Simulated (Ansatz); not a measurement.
# BClF2H2: the cost of one run

Method: RKS PBE0/def2-SVP, in Ansatz 0.2.0.

### Step 1. The system as given

Bond lengths: B1–F3 1.320 Å, B1–F4 1.320 Å, B1–Cl5 2.160 Å, Cl5–H6 1.527 Å. Angles: F3–B1–F4 120.0°, F3–B1–Cl5 97.0°, F4–B1–Cl5 101.2°, B1–Cl5–H6 58.2°.

As a file:

```xyz
6

B     0.0000    0.0000    0.0000
H     0.0000    0.0000    1.5400
F     1.1431    0.0000   -0.6600
F    -1.1431    0.0000   -0.6600
Cl    0.0903   -2.0478    0.6811
H     0.0386   -0.8759    1.6586
```

### Step 2. Pulling towards end A

Springs on the bonds that form and break draw the guess towards this end; the thresholds are loose.

input.yaml

```yaml
crystal:
  periodic: [false, false, false]
  atoms:
    - { symbol: B, position_ang: [0.0, 0.0, 0.0] }
    - { symbol: H, position_ang: [0.0, 0.0, 1.54] }
    - { symbol: F, position_ang: [1.1431, 0.0, -0.66] }
    - { symbol: F, position_ang: [-1.1431, 0.0, -0.66] }
    - { symbol: Cl, position_ang: [0.0903, -2.0478, 0.6811] }
    - { symbol: H, position_ang: [0.0386, -0.8759, 1.6586] }
basis:
  gaussian: { orbitals: def2-SVP }
hamiltonian:
  xc: pbe0
relax:
  f_tol: 0.15
  max_steps: 25
  restrain:
    - { distance: [0, 4], at: 3.06, k: 30.0 }
    - { distance: [5, 1], at: 1.86, k: 30.0 }
    - { distance: [0, 1], at: 1.19, k: 30.0 }
    - { distance: [5, 4], at: 1.37, k: 30.0 }
```

On the command line:

```bash
$ ansatz run input.yaml --threads 2 --pin off --max-ram 3072MiB --backend cpu --events-out ev --progress --plain --runs-dir out
```

What time and memory should one allow on 2 threads of AMD EPYC 7R43 (Zen 3), shared host?

About 7.9 s, with a peak of 0.15 GiB.
